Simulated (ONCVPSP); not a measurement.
**Ir: generating and testing an ONCV potential**

Do these settings give a usable potential? It is generated, then checked for transferability, scattering, ghosts and hardness.

Program: ONCVPSP 4.0.1.1 (patched build). Reference atom: LDA (Perdew-Wang 92), scalar-relativistic, spherical and spin-unpolarised. All values are calculated.

### Step 1. Settings

The settings as typed:

| Property | Result |
| --- | --- |
| element | iridium (Ir, Z = 77) |
| type | optimised norm-conserving Vanderbilt (ONCV) |
| frozen core | [Kr] 4d10 4f14 5s2 |
| valence charge | 15 |
| reference configuration | 5p6 5d7 6s2 |
| partial waves | 6s: rc 2.50 bohr, ncon 4, nbas 8, qcut 2.3 1/bohr, 1 projector; 5p: rc 1.70 bohr, ncon 3, nbas 7, qcut 8.9 1/bohr, local; 5d: rc 1.95 bohr, ncon 5, nbas 9, qcut 9.5 1/bohr, 2 projectors, debl 3 Ha |
| local potential | the p channel |
| core correction | Teter function, fcfact 1.75, rcfact 1.8 |

The nodes and maxima of the atom's own shells, from an earlier all-electron run, set the scale for the radii.

All-electron outer shells of the reference configuration (LDA (PZ), scalar-relativistic, ld1.x):

```
shell  level (eV)  outermost node (bohr)  outermost maximum (bohr)
   4f      -62.55                      –                      0.39
   5p      -54.92                   0.54                      1.01
   5d       -7.36                   0.59                      1.31
   6s       -6.59                   1.17                      2.38
   6p       -1.35                   1.39                      3.43
```

### Step 2. Generation

The input, Ir.dat:

```
# ATOM AND REFERENCE CONFIGURATION
# atsym  z   nc   nv     iexc    psfile
  Ir 77.00   11    3  -001012      upf
#
#   n    l    f
    1    0    2.00
    2    0    2.00
    2    1    6.00
    3    0    2.00
    3    1    6.00
    3    2   10.00
    4    0    2.00
    4    1    6.00
    4    2   10.00
    4    3   14.00
    5    0    2.00
    5    1    6.00
    5    2    7.00
    6    0    2.00
#
# PSEUDOPOTENTIAL AND OPTIMIZATION
# lmax
    2
#
#   l,   rc,      ep,       ncon, nbas, qcut
    0    2.50    0.00    4    8    2.30
    1    1.70    0.00    3    7    8.90
    2    1.95    0.00    5    9    9.50
#
# LOCAL POTENTIAL
# lloc, lpopt,  rc(5),   dvloc0
    1    5    1.70    0.00
#
# VANDERBILT-KLEINMAN-BYLANDER PROJECTORs
# l, nproj, debl
    0    1    1.90
    1    0    1.00
    2    2    3.00
#
# MODEL CORE CHARGE
# icmod, fcfact, rcfact
    3    1.75    1.80
#
# LOG DERIVATIVE ANALYSIS
# epsh1, epsh2, depsh
   -4.00    5.00    0.02
#
# OUTPUT GRID
# rlmax, drl
    6.00    0.01
#
# TEST CONFIGURATIONS
# ncnf
    4
# nvcnf
#   n    l    f
    3
    5    1    6.00
    5    2    7.00
    6    0    1.00
#
    3
    5    1    6.00
    5    2    7.00
    6    0    0.00
#
    3
    5    1    6.00
    5    2    6.00
    6    0    0.00
#
    3
    5    1    6.00
    5    2    8.00
    6    0    0.00
#
```

The run is started by

```sh
$ oncvpsp.x < Ir.dat > Ir.out
```

Q: Predict the outcome of this session. Wanted: cutoffs for 1 and 0.1 mHa per electron, occupied waves; bound ghosts; GHOST(+) flags; largest test error; largest phase difference near zero energy, channels read; rms error of d²Exc/dn², without and with the model core.

**Answer**, as computed:

```
                                                quantity                     value
  cutoffs for 1 and 0.1 mHa per electron, occupied waves           22 Ha and 28 Ha
                                            bound ghosts            s at -38.20 eV
                                          GHOST(+) flags        none at low energy
                            largest test error (AE − PS)  -53 meV, for 5p6 5d6 6s0
largest phase difference near zero energy, channels read                 0.087 rad
 rms error of d²Exc/dn², without and with the model core         5.33 and 0.95 mHa
```

In words: A bound ghost (s) makes it unfit for use: electrons can fall into a state that the atom doesn't have. The worst unpolarised test, 5p6 5d6 6s0, is off by 53 meV on 58.9 eV; by total energies transferability rates as fair. That test lies far up in energy; among those under 40 eV, nearer to bonding, the largest error is 38 meV. By its cutoff, 22 Ha for the looser tolerance, it is of middling hardness. At the looser tolerance the 5p wave is the slowest; 5d needs 18 Ha. Near zero energy the largest phase difference among the channels read is 0.09 rad, in the p channel. All of this concerns the isolated atom, not yet a solid.
